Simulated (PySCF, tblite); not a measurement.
# C₅H₁₀SSi: geometry, infrared bands and NMR shifts

Aim: predict the infrared bands and NMR shifts of C₅H₁₀SSi (`CC(C)C1=C[SiH2]S1`).

The runs use tblite 0.8.0 and PySCF 2.14.0, with density-fitted response routines of our own; the level of theory stands in each step. All values are computed, except where a source is named. Atoms count from 0, in the outputs and in this text.

### Step 1. Starting geometry

17 atoms, charge 0, multiplicity 1; geometry from: force field or distance geometry start.

Bonds of the start (Å): C0–C1 1.47, C1–C2 1.49, C1–C3 1.55, C3–C4 1.28, C4–Si5 1.80, Si5–S6 2.06, S6–C3 1.75, C0–H7 1.13, C0–H8 1.10, C0–H9 1.13, C1–H10 1.11, C2–H11 1.11, C2–H12 1.11, C2–H13 1.11, C4–H14 1.13, Si5–H15 1.49, Si5–H16 1.48.

### Step 2. Geometry optimisation with GFN2-xTB

The job: settings as JSON, then the geometry in Å.

```
{"job": {"kind": "relax", "xc": "GFN2-xTB", "basis": "xTB"}, "charge": 0, "multiplicity": 1}
C     -1.344000     1.297300     0.369800
C     -0.872500     0.271600    -0.578300
C     -1.684600    -0.972800    -0.652500
C      0.599200    -0.098800    -0.252400
C      1.324000     0.218700     0.758500
Si     2.873800    -0.619700     0.367100
S      1.656900    -1.110100    -1.218600
H     -1.181900     0.953600     1.428700
H     -0.784900     2.232700     0.195800
H     -2.442800     1.518900     0.213500
H     -0.775200     0.686400    -1.601400
H     -1.735200    -1.297900    -1.717200
H     -1.256700    -1.830300    -0.097300
H     -2.716800    -0.722700    -0.340800
H      1.094300     0.869200     1.655900
H      4.016700     0.296800     0.114100
H      3.222700    -1.680700     1.345300
```

Launch:

```bash
$ OMP_NUM_THREADS=1 python probes_run.py task.json out
```

The driver reads the jobs from task.json and runs them one after another.

**Question.** This job is followed by: GFN2-xTB harmonic vibrations, gas phase; GIAO PBE0/pcSseg-1 NMR shielding, non-relativistic, gas phase. What will the session give for the following? strongest single infrared mode (GFN2-xTB); zero-point energy (GFN2-xTB); 13C shifts against TMS (PBE0/pcSseg-1, means over atoms taken as alike); 1H shifts against TMS (PBE0/pcSseg-1, means over atoms taken as alike); 29Si shifts against TMS (PBE0/pcSseg-1); 33S shifts against CS2 (PBE0/pcSseg-1).

As calculated:

| quantity | value |
| --- | --- |
| strongest single infrared mode (GFN2-xTB) | 2333 cm⁻¹, 341 km/mol |
| zero-point energy (GFN2-xTB) | 83.0 kcal/mol |
| 13C shifts against TMS (PBE0/pcSseg-1, means over atoms taken as alike) | 190.0, 111.9, 41.2, 22.2 ppm |
| 1H shifts against TMS (PBE0/pcSseg-1, means over atoms taken as alike) | 5.28, 5.04, 2.41, 1.24 ppm |
| 29Si shifts against TMS (PBE0/pcSseg-1) | -41.3 ppm |
| 33S shifts against CS2 (PBE0/pcSseg-1) | -36 ppm |

**Reading.** Over 81 steps the energy fell by 0.921 eV; of the close pairs, Si5–S6 changed most, 2.058 to 2.210 Å. No mode is imaginary among the 45: a minimum at this level. The strongest single mode, at 2333 cm⁻¹, moves mainly H16. Unscaled tight-binding wavenumbers are off by several per cent, some by more. Its intensities can rank the bands wrongly. At PBE0/pcSseg-1: Shielding is most anisotropic at S6 (span 529 ppm, paramagnetic term -519 ppm).
